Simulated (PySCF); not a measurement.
# InB: from the state search to spectroscopic constants

One table from this session's results is given with a row withheld; the runs are named, their logs left out.

Computed with PySCF 2.14.0. Level: In aug-cc-pVDZ-PP with ECP28, B aug-cc-pVDZ, scalar-relativistic core potentials.

The first run:

A driver script around PySCF takes these settings:

* atoms: In, B
* charge: 0
* basis: In aug-cc-pVDZ-PP with ECP28, B aug-cc-pVDZ
* Hamiltonian: scalar-relativistic core potentials
* basis functions: 55
* electrons treated: 26
* masses in u: 114.9039, 11.0093
* levels: PBE0, PBE, r²SCAN, M06-2X, revPBE, M06, HF, MP2, SCS-MP2, CCSD, CCSD(T)
* grid: 80 radial by 434 angular points
* occupations: held fixed by the projection of orbital angular momentum
* dissociation limit: In + B, each in its ground configuration
* starting distance in angstrom: 2.205
* values of 2S to try: 0, 2

Started as:

```console
$ OMP_NUM_THREADS=1 python dia.py task.json out
```

Among the steps run: Set-up; PBE0 along the bond; Higher solutions at PBE0; PBE; r²SCAN; M06-2X; revPBE (GGA); M06 (hybrid meta-GGA); UHF; Adding correlation.

One of the session's tables, all rows but one given; the rest of the session is left out.

Energy (eV) from each level's lowest point:

```
R (Å)    UHF  UHF-MP2  UHF-SCS-MP2  UHF-CCSD  UHF-CCSD(T)
2.098  0.541    0.499        0.516       n/a          n/a
2.196  0.247    0.222        0.233     0.240        0.241
2.294      ?        ?            ?         ?            ?
2.367  0.021    0.015        0.018     0.022        0.023
2.440  0.000    0.000        0.000     0.000        0.000
2.513  0.009    0.015        0.013     0.007        0.006
2.611  0.056    0.072        0.067     0.050        0.048
2.733  0.151    0.184        0.174     0.141        0.137
2.879  0.291    0.356        0.339     0.281        0.275
3.074  0.476    0.608        0.574       n/a          n/a
```

**Question.** Estimate the row for R (Å) = 2.294.

Worked estimate for «UHF». A straight line through the neighbours (2.196, 0.247) and (2.367, 0.021) gives 0.247 + (0.021 − 0.247) × (2.294 − 2.196) / (2.367 − 2.196) = 0.117; a parabola fitted to 4 rows on both sides gives 0.076.

The run gave: UHF: 0.082; UHF-MP2: 0.069; UHF-SCS-MP2: 0.076; UHF-CCSD: 0.082; UHF-CCSD(T): 0.083. In «UHF» the line misses by +0.035 and the parabola by -0.006.
